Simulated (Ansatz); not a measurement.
# CH5BO2Se: the cost of one run

Computed with Ansatz 0.2.0, Gaussian basis. Level: functionals in def2-TZVPP, the program's frozen cores in correlated methods.

The runs, in order: PBE-D4, r2SCAN-D4, PBE0-D4, B3LYP-D4, ωB97X-V, ωB97M-V, B2PLYP; CCSD(T)/def2-TZVPP; MP2/def2-QZVPP; extrapolation to the limit.

## 1. The geometry

An earlier PBE0-D4 in a triple-zeta def2 set relaxation fixed the geometry.

10 atoms, charge 0, spin multiplicity 1.

Atoms are counted from 1 here; the program's logs count them from 0.

Bond lengths: C1–Se2 1.950 Å, C1–H6 1.087 Å, C1–H7 1.087 Å, C1–H8 1.088 Å, Se2–B3 1.959 Å, B3–O4 1.358 Å, B3–O5 1.365 Å, O4–H9 0.963 Å, O5–H10 0.959 Å. Angles: Se2–C1–H6 109.7°, Se2–C1–H7 109.7°, Se2–C1–H8 106.7°, H6–C1–H7 110.3°, H6–C1–H8 110.2°, H7–C1–H8 110.2°, C1–Se2–B3 98.6°, Se2–B3–O4 119.2°, Se2–B3–O5 121.6°, O4–B3–O5 119.2°, B3–O4–H9 111.7°, B3–O5–H10 114.8°.

## 2. PBE-D4 (GGA)

in.yaml

```yaml
crystal:
  periodic: [false, false, false]
  atoms:
    - {symbol: C, position_ang: [-0.050787, -1.376829, 1.231330]}
    - {symbol: Se, position_ang: [0.899997, 0.313579, 1.029140]}
    - {symbol: B, position_ang: [0.115648, 0.888485, -0.671498]}
    - {symbol: O, position_ang: [-0.805543, 0.096184, -1.278217]}
    - {symbol: O, position_ang: [0.473410, 2.065627, -1.262335]}
    - {symbol: H, position_ang: [0.180306, -2.029652, 0.393875]}
    - {symbol: H, position_ang: [-1.120525, -1.191938, 1.281082]}
    - {symbol: H, position_ang: [0.297038, -1.821605, 2.161604]}
    - {symbol: H, position_ang: [-1.117298, 0.480963, -2.103543]}
    - {symbol: H, position_ang: [1.127765, 2.575176, -0.781418]}
basis:
  gaussian: {orbitals: def2-TZVPP}
hamiltonian: {xc: pbe, dispersion: d4}
output: {forces: true, orbitals: {seedname: orbitals}}
```

On the command line:

```sh
ansatz run in.yaml --threads 2 --pin off --events-out ev --progress --plain --max-ram 22528MiB --backend cpu
```

What time and memory should one allow on 2 threads of AMD EPYC 7R13, shared host?

About 4.5 s, with a peak of 0.35 GiB.
